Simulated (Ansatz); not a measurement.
# ScNb: the cost of one run

Method: DFT PBEsol, scalar-relativistic, plane waves, PAW, in Ansatz 0.2.0.

1 further run of the same task is left out (set aside as unsound or not needed).

### Step 1. The system as given

The structure is hexagonal, space group P-6m2 (No. 187). The conventional cell has a = 3.066 Å, b = 3.066 Å, c = 5.072 Å, α = 90.00°, β = 90.00°, γ = 120.00°. Around Sc (site symmetry -6m2) lie 6 Sc at 3.07 Å and 6 Nb at 3.09 Å. Nb (site symmetry -6m2) is surrounded by 6 Nb at 3.07 Å and 6 Sc at 3.09 Å.

As a file:

```cif
data_structure
_symmetry_space_group_name_H-M 'P-6m2'
_symmetry_Int_Tables_number 187
_cell_length_a 3.0656
_cell_length_b 3.0656
_cell_length_c 5.0722
_cell_angle_alpha 90.000
_cell_angle_beta 90.000
_cell_angle_gamma 120.000
_cell_volume 41.28
loop_
_atom_site_label
_atom_site_type_symbol
_atom_site_symmetry_multiplicity
_atom_site_Wyckoff_symbol
_atom_site_fract_x
_atom_site_fract_y
_atom_site_fract_z
_atom_site_occupancy
Sc1 Sc 1 a 0.00000 0.00000 0.00000 1
Nb1 Nb 1 d 0.33333 0.66667 0.50000 1
```

The structure comes from the Materials Project (structure only).

### Step 2. Quick check of gap, pressure and forces

The input, input.yaml:

```yaml
crystal:
  lattice:
    - [3.0656443612, 0.0, 0.0]
    - [-1.5328221806, 2.6549258957, 0.0]
    - [0.0, 0.0, 5.072194]
  atoms:
    - { symbol: Sc, position: [0.0, 0.0, 0.0] }
    - { symbol: Nb, position: [0.33333333, 0.66666667, 0.5] }
basis:
  ecutwfc: 420
kpoints:
  mp_grid: { grid: [6, 6, 4] }
hamiltonian:
  xc: pbesol
scf:
  occupations: { method: gaussian, width: 0.1 }
output:
  forces: true
  stress: true
  eigenvalues: true
```

On the command line:

```sh
$ ansatz run input.yaml --threads 1 --pin off --max-ram 1228MiB --backend cpu --events-out ev --progress --plain --runs-dir out
```

What time and memory should one allow on 1 thread of an Arm CPU, shared host?

About 2.1 s, with a peak of 0.3 GiB.
